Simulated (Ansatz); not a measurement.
# C2H3AlO2: basis-set convergence

Aim: see how fast density functionals converge with the basis set for C2H3AlO2.

Computed with Ansatz 0.2.0, Gaussian basis. Level: one geometry, several basis sets.

Plan: PBE0-D4/def2-SVP; ωB97M-V/def2-SVP; PBE0-D4/def2-QZVPP; ωB97M-V/def2-QZVPP; the functionals' def2-TZVPP values are taken from earlier runs.

**1. The relaxed structure**

The geometry comes from an earlier relaxation with PBE0-D4 in a triple-zeta def2 set; it is a stationary point, not always the lowest conformer.

SMILES `C#[C][Al]([OH])[OH]`, 8 atoms, charge 0, spin multiplicity 1.

Atoms are counted from 1 here; the program's logs count them from 0.

Bond lengths: C1–C2 1.209 Å, C1–H6 1.067 Å, C2–Al3 1.895 Å, Al3–O4 1.689 Å, Al3–O5 1.684 Å, O4–H7 0.955 Å, O5–H8 0.956 Å. Angles: C2–C1–H6 179.5°, C1–C2–Al3 178.2°, C2–Al3–O4 121.8°, C2–Al3–O5 118.8°, O4–Al3–O5 119.4°, Al3–O4–H7 123.2°, Al3–O5–H8 122.8°.

As a file:

```xyz
8

C    -0.62631    1.92960    1.35575
C    -0.36712    0.94115    0.70931
Al    0.08676   -0.58005   -0.32485
O     1.43071   -0.59310   -1.34841
O    -0.88136   -1.95390   -0.21480
H    -0.86226    2.79727    1.92958
H     2.01673    0.15426   -1.45263
H    -0.70496   -2.75222   -0.70964
```

**2. PBE0-D4 in def2-SVP**

Input file in.yaml:

```yaml
crystal:
  periodic: [false, false, false]
  atoms:
    - {symbol: C, position_ang: [-0.626308, 1.929601, 1.355750]}
    - {symbol: C, position_ang: [-0.367120, 0.941148, 0.709306]}
    - {symbol: Al, position_ang: [0.086764, -0.580055, -0.324854]}
    - {symbol: O, position_ang: [1.430714, -0.593101, -1.348413]}
    - {symbol: O, position_ang: [-0.881363, -1.953899, -0.214796]}
    - {symbol: H, position_ang: [-0.862257, 2.797270, 1.929583]}
    - {symbol: H, position_ang: [2.016727, 0.154256, -1.452631]}
    - {symbol: H, position_ang: [-0.704958, -2.752218, -0.709644]}
basis:
  gaussian: {orbitals: def2-SVP}
hamiltonian: {xc: pbe0, dispersion: d4}
output: {orbitals: {seedname: orbitals}}
```

On the command line:

```
$ ansatz run in.yaml --threads 2 --pin off --events-out ev --progress --plain --max-ram 4352MiB
```

Further steps of the session: ωB97M-V in def2-SVP; PBE0-D4 in def2-QZVPP; ωB97M-V in def2-QZVPP.

**Question.** What will the summary of the whole plan be? Wanted: PBE0-D4: double and triple zeta above quadruple; ωB97M-V: double and triple zeta above quadruple.

The runs gave:

| quantity | value |
| --- | --- |
| PBE0-D4: double and triple zeta above quadruple | 10.66, 0.58 eV |
| ωB97M-V: double and triple zeta above quadruple | 10.81, 0.54 eV |

In words: For PBE0-D4 the step from double to triple zeta gains 10.08 eV and the next only 0.58 eV. These are total energies; as a rule much of such shifts cancels in differences, which this series doesn't test. The LUMO of ωB97M-V is positive and keeps falling with the basis (1.51 to 0.79 eV): an unbound level that the basis holds in place.
